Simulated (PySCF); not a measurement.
**Hf(OH)4: other functionals and bases at one geometry**

An exercise on one series of results from a longer session: the logs are not shown, and one member is left open.

Method: several levels, as the steps say, no spin–orbit coupling; program: PySCF 2.14.0.

3 further runs of the same task are left out: 2 for a known fault of the program, 1 that didn't finish.

## The starting structure

9 atoms, charge 0, spin multiplicity 1.

Bond lengths: Hf1–O2 1.943 Å, Hf1–O4 1.944 Å, Hf1–O6 1.948 Å, Hf1–O8 1.944 Å, O2–H3 0.964 Å, O4–H5 0.964 Å, O6–H7 0.965 Å, O8–H9 0.964 Å. Angles: O2–Hf1–O4 109.4°, O2–Hf1–O6 109.1°, O2–Hf1–O8 109.4°, O4–Hf1–O6 109.6°, O4–Hf1–O8 109.7°, O6–Hf1–O8 109.6°, Hf1–O2–H3 173.2°, Hf1–O4–H5 174.8°, Hf1–O6–H7 163.1°, Hf1–O8–H9 174.8°.

Geometry (Å):

```
Hf   -0.0668    0.0000    0.2387
O     1.6777    0.0000   -0.6160
H     2.5875    0.0000   -0.9344
O    -0.2451    1.5897    1.3432
H    -0.4185    2.3797    1.8677
O    -1.4493    0.0000   -1.1338
H    -1.9075    0.0000   -1.9830
O    -0.2451   -1.5896    1.3433
H    -0.4185   -2.3796    1.8678
```

Formal oxidation states: Hf +4. An earlier session relaxed this geometry at BP86, Hf def2-SVP with ECP60, O def2-SVP, H def2-SVP (singlet, point group Cs).

At BP86 on the finer grid: E = -351.435979 Eh, HOMO -6.55 eV, LUMO -0.29 eV, Mulliken charge on Hf1 +0.93 e, largest force component 0.028 eV/Å. 

Levels to run: wB97X; TPSSh; BLYP; r2SCAN; BP86, TZVP; BP86, x2c-SVP. Hardware: 2 threads of Arm Neoverse V1, shared host.

Set-up of the first run:

run.py (the lines that set the calculation)

```python
mol = gto.M(atom='''
Hf    -0.06676     0.00000     0.23866
O      1.67765    -0.00001    -0.61603
H      2.58754    -0.00001    -0.93440
O     -0.24506     1.58965     1.34322
H     -0.41848     2.37966     1.86769
O     -1.44928    -0.00001    -1.13381
H     -1.90749    -0.00002    -1.98296
O     -0.24506    -1.58962     1.34325
H     -0.41848    -2.37962     1.86775''',
    basis={'Hf': 'def2-SVP', 'O': 'def2-SVP', 'H': 'def2-SVP'},
    ecp={'Hf': 'def2-SVP'},
    charge=0, spin=0)
mf = dft.RKS(mol, xc='WB97X')
mf.grids.atom_grid = (75, 302)
mf = mf.density_fit()  # fitting sets: Hf def2-universal-JKFIT, O def2-universal-JKFIT, H def2-universal-JKFIT
mf.conv_tol = 1e-08; mf.max_cycle = 55
mf.kernel(dm0)  # dm0: the density of the relaxed state
```

Launch:

```
$ OMP_NUM_THREADS=2 python run.py
```

Steps of the session up to this table: wB97X; TPSSh; BLYP; r2SCAN; BP86, TZVP; BP86, x2c-SVP.

One of the session's tables, all rows but one given; the rest of the session is left out.

| level | HOMO (eV) | gap (eV) | charge on Hf1 (e) | largest force component (eV/Å) |
| --- | --- | --- | --- | --- |
| BP86 (relaxed here) | -6.55 | 6.26 | 0.93 | 0.03 |
| wB97X | -10.67 | 12.80 | 1.19 | 0.60 |
| TPSSh | -7.23 | 7.30 | 1.14 | 0.30 |
| BLYP | -6.31 | 5.86 | 0.89 | 0.21 |
| r2SCAN | -6.86 | 7.11 | 1.15 | 0.43 |
| BP86, TZVP | -6.84 | 6.27 | 1.47 | 0.16 |
| BP86, x2c-SVP | ? | ? | ? | ? |

Estimate the missing values for BP86, x2c-SVP.

**Answer.** HOMO (eV): -6.63; gap (eV): 6.15; charge on Hf1 (e): 1.00; largest force component (eV/Å): 0.90. In the column «HOMO (eV)» it lies between BP86, TZVP (-6.84) and BP86 (relaxed here) (-6.55).

In one basis the HOMO–LUMO gap runs from 5.86 eV (BLYP) to 12.80 eV (wB97X). The largest leftover force, 0.90 eV/Å with BP86, x2c-SVP, stands at a geometry relaxed at another level. Total energies of different levels can't be compared.
